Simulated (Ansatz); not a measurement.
# NbP: the cell at several levels of theory

One table from this session's results is given with a row withheld; the runs are named, their logs left out.

The runs shown are made with Ansatz 0.2.0. PAW datasets, plane waves, zero pressure. No spin polarisation and no zero-point or thermal motion.

**The cell**

Space group I4_1md (No. 109), tetragonal; a = 3.350 Å, c = 11.480 Å in the conventional setting, 16.10 Å³ an atom. Near Nb stand 6 P at 2.55 Å; near P stand 6 Nb at 2.55 Å.

The structure in full:

```cif
data_structure
_symmetry_space_group_name_H-M 'P 1'
_symmetry_Int_Tables_number 1
_cell_length_a 6.2096
_cell_length_b 6.2096
_cell_length_c 6.2096
_cell_angle_alpha 148.704
_cell_angle_beta 148.704
_cell_angle_gamma 44.848
_cell_volume 64.41
loop_
_atom_site_label
_atom_site_type_symbol
_atom_site_fract_x
_atom_site_fract_y
_atom_site_fract_z
_atom_site_occupancy
Nb1 Nb 0.74988 0.74988 0.00000 1
Nb2 Nb 0.49988 0.99988 0.50000 1
P1 P 0.33275 0.33275 0.00000 1
P2 P 0.08275 0.58275 0.50000 1
```

Set-up of the first run:

Contents of input.yaml:

```yaml
crystal:
  lattice:
    - [-1.6749232544, 1.6749232544, 5.7401081759]
    - [1.6749232544, -1.6749232544, 5.7401081759]
    - [1.6749232544, 1.6749232544, -5.7401081759]
  atoms:
    - { symbol: Nb, position: [0.7498808, 0.7498808, 0.0] }
    - { symbol: Nb, position: [0.4998808, 0.9998808, 0.5] }
    - { symbol: P, position: [0.33274777, 0.33274777, 0.0] }
    - { symbol: P, position: [0.08274778, 0.58274778, 0.5] }
kpoints:
  mp_grid: { grid: [10, 10, 10] }
hamiltonian:
  xc: pbe
scf:
  occupations: { method: fermi_dirac, width: 0.02 }
relax:
  f_tol: 0.005
  cell: {}
```

Command:

```bash
> ansatz run input.yaml --threads 2 --pin off --max-ram 2211MiB --backend cpu --events-out ev --progress --plain --runs-dir out
```

Among the steps run: Relaxation with PBE; r2SCAN: cell and atoms; Relaxing with PBEsol; LDA: cell and atoms; Relaxing with HSE06.

One of the session's tables, all rows but one given; the rest of the session is left out.

It belongs to the step «The cells side by side». 

```
 level  a (Å)   c (Å)  volume (Å³/atom)
   PBE      ?       ?                 ?
r2SCAN  3.338  11.464            15.970
PBEsol  3.319  11.302            15.564
   LDA  3.303  11.242            15.327
 HSE06  3.318  11.395            15.677
```

Q: Estimate the row for PBE from the others.

**Answer.** a (Å): 3.345; c (Å): 11.445; volume (Å³/atom): 16.009. In the column «a (Å)» it is the highest.
